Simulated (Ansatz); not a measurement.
# CH3AlClNS: basis-set convergence

One table from this session's results is given with a row withheld; the runs are named, their logs left out.

Method: one geometry, several basis sets; program: Ansatz 0.2.0, Gaussian basis.

The runs, in order: PBE0-D4/def2-SVP; ωB97M-V/def2-SVP; PBE0-D4/def2-QZVPP; ωB97M-V/def2-QZVPP; the functionals' def2-TZVPP values are taken from earlier runs.

### The geometry

An earlier PBE0-D4 in a triple-zeta def2 set relaxation fixed the geometry.

SMILES `N=[CH][Al]([SH])[Cl]`, 8 atoms, charge 0, spin multiplicity 1.

Atoms are counted from 1 here; the program's logs count them from 0.

Bond lengths: N1–C2 1.273 Å, N1–H6 1.024 Å, C2–Al3 1.968 Å, C2–H7 1.097 Å, Al3–S4 2.174 Å, Al3–Cl5 2.092 Å, S4–H8 1.345 Å. Angles: C2–N1–H6 112.4°, N1–C2–Al3 122.8°, N1–C2–H7 115.1°, Al3–C2–H7 122.1°, C2–Al3–S4 116.2°, C2–Al3–Cl5 123.3°, S4–Al3–Cl5 120.5°, Al3–S4–H8 91.9°.

As a file:

```xyz
8
CH3AlClNS
N     0.11722    1.21595    1.73130
C     0.76750    0.99932    0.65900
Al    0.19462   -0.31787   -0.68670
S    -1.64081   -1.39775   -0.25078
Cl    1.25476   -0.69540   -2.45080
H    -0.72129    0.63253    1.80312
H     1.67623    1.60171    0.53613
H    -1.55613   -2.09569   -1.39698
```

The first run:

File in.yaml:

```yaml
crystal:
  periodic: [false, false, false]
  atoms:
    - {symbol: N, position_ang: [0.117217, 1.215949, 1.731302]}
    - {symbol: C, position_ang: [0.767504, 0.999318, 0.658999]}
    - {symbol: Al, position_ang: [0.194617, -0.317869, -0.686699]}
    - {symbol: S, position_ang: [-1.640806, -1.397752, -0.250775]}
    - {symbol: Cl, position_ang: [1.254759, -0.695399, -2.450798]}
    - {symbol: H, position_ang: [-0.721290, 0.632528, 1.803117]}
    - {symbol: H, position_ang: [1.676234, 1.601715, 0.536130]}
    - {symbol: H, position_ang: [-1.556134, -2.095689, -1.396976]}
basis:
  gaussian: {orbitals: def2-SVP}
hamiltonian: {xc: pbe0, dispersion: d4}
output: {orbitals: {seedname: orbitals}}
```

Command:

```bash
ansatz run in.yaml --threads 2 --pin off --events-out ev --progress --plain --max-ram 4352MiB
```

Steps of the session up to this table: PBE0-D4 in def2-SVP; ωB97M-V in def2-SVP; PBE0-D4 in def2-QZVPP; ωB97M-V in def2-QZVPP.

One table of the session follows, with a row left open; its other results are not shown here.

It belongs to the step «Functionals by basis». 

```
functional       basis  HOMO (eV)  LUMO (eV)
   PBE0-D4    def2-SVP      -7.05      -1.86
   PBE0-D4  def2-TZVPP      -7.25      -2.03
   PBE0-D4  def2-QZVPP      -7.29      -2.08
   ωB97M-V    def2-SVP          ?          ?
   ωB97M-V  def2-TZVPP      -9.51      -0.08
   ωB97M-V  def2-QZVPP      -9.55      -0.17
```

Estimate the missing values for ωB97M-V, def2-SVP.

**Answer.** HOMO (eV): -9.28; LUMO (eV): 0.14. In the column «HOMO (eV)» it lies between ωB97M-V, def2-TZVPP (-9.51) and PBE0-D4, def2-QZVPP (-7.29).
